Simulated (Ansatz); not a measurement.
# CH₈NPSi: one species, many methods

One table from this session's results is given with a row withheld; the runs are named, their logs left out.

Method: functionals in def2-TZVPP, the program's frozen cores in correlated methods; program: Ansatz 0.2.0, Gaussian basis.

The runs, in order: PBE-D4, r2SCAN-D4, PBE0-D4, B3LYP-D4, ωB97X-V, ωB97M-V, B2PLYP; CCSD(T)/def2-TZVPP; MP2/def2-QZVPP; extrapolation to the limit.

## The geometry

All runs share one geometry, relaxed beforehand with PBE0-D4 in a triple-zeta def2 set.

SMILES `NC[SiH2]P`, 12 atoms, charge 0, spin multiplicity 1.

Atoms are counted from 1 here; the program's logs count them from 0.

Bond lengths: N1–C2 1.456 Å, N1–H5 1.012 Å, N1–H6 1.012 Å, C2–Si3 1.884 Å, C2–H7 1.103 Å, C2–H8 1.096 Å, Si3–P4 2.261 Å, Si3–H9 1.486 Å, Si3–H10 1.489 Å, P4–H11 1.421 Å, P4–H12 1.419 Å. Angles: C2–N1–H5 111.4°, C2–N1–H6 111.3°, H5–N1–H6 107.3°, N1–C2–Si3 110.5°, N1–C2–H7 115.1°, N1–C2–H8 109.0°, Si3–C2–H7 108.9°, Si3–C2–H8 106.6°, H7–C2–H8 106.2°, C2–Si3–P4 108.0°, C2–Si3–H9 110.7°, C2–Si3–H10 109.5°, P4–Si3–H9 107.1°, P4–Si3–H10 112.5°, H9–Si3–H10 109.2°, Si3–P4–H11 94.2°, Si3–P4–H12 94.2°, H11–P4–H12 93.8°.

Set-up of the first run:

Input file in.yaml:

```yaml
crystal:
  periodic: [false, false, false]
  atoms:
    - {symbol: N, position_ang: [-1.023271, 1.591588, 0.018659]}
    - {symbol: C, position_ang: [-1.070818, 0.250282, -0.545637]}
    - {symbol: Si, position_ang: [0.656982, -0.496938, -0.620846]}
    - {symbol: P, position_ang: [1.512635, -0.486956, 1.472323]}
    - {symbol: H, position_ang: [-1.948235, 1.996301, 0.087253]}
    - {symbol: H, position_ang: [-0.627043, 1.584802, 0.950129]}
    - {symbol: H, position_ang: [-1.742333, -0.453130, -0.025965]}
    - {symbol: H, position_ang: [-1.432100, 0.310450, -1.578609]}
    - {symbol: H, position_ang: [1.553852, 0.337585, -1.462488]}
    - {symbol: H, position_ang: [0.579796, -1.867955, -1.197794]}
    - {symbol: H, position_ang: [0.889701, -1.707833, 1.846274]}
    - {symbol: H, position_ang: [2.727733, -1.113497, 1.090702]}
basis:
  gaussian: {orbitals: def2-TZVPP}
hamiltonian: {xc: pbe, dispersion: d4}
output: {forces: true, orbitals: {seedname: orbitals}}
```

Command:

```bash
$ ansatz run in.yaml --threads 4 --pin off --events-out ev --progress --plain --max-ram 10444MiB
```

Steps of the session up to this table: PBE-D4 (GGA); r2SCAN-D4 (meta-GGA); PBE0-D4 (hybrid); B3LYP-D4 (hybrid); ωB97X-V (range-separated); ωB97M-V (range-separated); B2PLYP (double hybrid); CCSD(T) in def2-TZVPP; MP2 in def2-QZVPP.

One table of the session follows, with a row left open; its other results are not shown here.

```
            method  atomisation energy (kJ/mol)
            PBE-D4                       3903.6
         r2SCAN-D4                       3850.7
           PBE0-D4                       3853.9
          B3LYP-D4                       3883.5
           ωB97X-V                       3902.5
           ωB97M-V                            ?
            B2PLYP                       3813.4
     HF/def2-TZVPP                       2742.4
    MP2/def2-TZVPP                       3735.2
   CCSD/def2-TZVPP                       3697.7
CCSD(T)/def2-TZVPP                       3746.4
           MP2/CBS                       3849.9
       CCSD(T)/CBS                       3861.1
```

Estimate the missing values for ωB97M-V.

The run gave: atomisation energy (kJ/mol): 3888.0. In the column «atomisation energy (kJ/mol)» it lies between B3LYP-D4 (3883.5) and ωB97X-V (3902.5).

To keep in mind: Free atoms (1 N, 1 C, 1 Si, 1 P, 8 H) were run apart at each level; the atomisation energy is their sum less the molecule, without zero-point or spin-orbit terms.
